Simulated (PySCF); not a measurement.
# F4Mn ([MnF4]2-): the cost of one run

Programs: PySCF 2.14.0, with routines of our own; each step states its level. All values are computed. Atoms count from 0.

## (1) The system as given

5 atoms, charge -2, states of the metal's open shell are computed; geometry from: model geometry, bond lengths from ionic radii.

## (2) Ligand-field states: state-averaged CASSCF in water

Job settings and geometry (Å):

```
{"job": {"kind": "lf", "basis": {"metal": "x2c-TZVPall", "ligand": "x2c-SVPall"}, "nevpt": true, "solvent": "water"}, "charge": -2, "metal": "Mn", "open_shell": "d5"}
Mn     0.000000     0.000000     0.000000
F      1.160474     1.160474     1.160474
F     -1.160474    -1.160474     1.160474
F     -1.160474     1.160474    -1.160474
F      1.160474    -1.160474    -1.160474
```

With the program's defaults for keys left out, this is: state-averaged CASSCF of the metal d shell, SC-NEVPT2 on the averaged canonical orbitals, state-interaction spin-orbit coupling.

Launch:

```bash
$ OMP_NUM_THREADS=1 python lf_run.py task.json out
```

The driver reads the jobs from task.json and runs them one after another.

**Question.** How long does this first job take on 1 thread of Arm Neoverse N1, shared host, and how much memory does it need?

About 15 s, with a peak of 0.27 GiB.
